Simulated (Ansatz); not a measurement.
# TiAgC4N4: the cost of one run

Computed with Ansatz 0.2.0 (DFT PBE, scalar-relativistic, plane waves, PAW, unless a step's input says otherwise).

**1. Starting point**

Symmetry: P-43m, No. 215, cubic system. Conventional cell: a = 6.030 Å, b = 6.030 Å, c = 6.030 Å, α = 90.00°, β = 90.00°, γ = 90.00°. Ti (site symmetry -43m) is surrounded by 4 N at 2.03 Å. Around Ag (site symmetry -43m) lie 4 C at 2.02 Å. C (site symmetry 3m) is surrounded by 1 N at 1.17 Å. N (site symmetry 3m) has 1 C at 1.17 Å as nearest neighbours.

Coordinates:

```
CELL_PARAMETERS angstrom
6.02985 0.00000 0.00000
0.00000 6.02985 0.00000
0.00000 0.00000 6.02985
ATOMIC_POSITIONS crystal
Ti 0.50000 0.50000 0.50000
Ag 0.00000 0.00000 0.00000
C 0.19360 0.19360 0.19360
C 0.19360 0.80640 0.80640
C 0.80640 0.19360 0.80640
C 0.80640 0.80640 0.19360
N 0.30563 0.30563 0.30563
N 0.30563 0.69437 0.69437
N 0.69437 0.30563 0.69437
N 0.69437 0.69437 0.30563
```

Recipe of the guess: two interpenetrating cyanide-bridged diamond nets (P-43m, No. 215). The dimensions are guesses.

**2. A first look at the guess**

Input file input.yaml:

```yaml
crystal:
  lattice:
    - [6.02984621, 0.0, 0.0]
    - [0.0, 6.02984621, 0.0]
    - [0.0, 0.0, 6.02984621]
  atoms:
    - { symbol: Ti, position: [0.5, 0.5, 0.5], spin: 1.0 }
    - { symbol: Ag, position: [0.0, 0.0, 0.0] }
    - { symbol: C, position: [0.19360398, 0.19360398, 0.19360398] }
    - { symbol: C, position: [0.19360398, 0.80639602, 0.80639602] }
    - { symbol: C, position: [0.80639602, 0.19360398, 0.80639602] }
    - { symbol: C, position: [0.80639602, 0.80639602, 0.19360398] }
    - { symbol: "N", position: [0.30563003, 0.30563003, 0.30563003] }
    - { symbol: "N", position: [0.30563003, 0.69436997, 0.69436997] }
    - { symbol: "N", position: [0.69436997, 0.30563003, 0.69436997] }
    - { symbol: "N", position: [0.69436997, 0.69436997, 0.30563003] }
basis:
  ecutwfc: 420
kpoints:
  mp_grid: { grid: [4, 4, 4] }
hamiltonian:
  xc: pbe
scf:
  occupations: { method: gaussian, width: 0.1 }
  lower_state_search: "off"
output:
  forces: true
  stress: true
  eigenvalues: true
  populations: true
magnetization:
  spin_polarized: true
```

Started as:

```bash
$ ansatz run input.yaml --threads 1 --pin off --max-ram 2560MiB --backend cpu --events-out ev --progress --plain --runs-dir out
```

What time and memory should one allow on 1 thread of Arm Neoverse V2, shared host?

About 35 s, with a peak of 0.5 GiB.
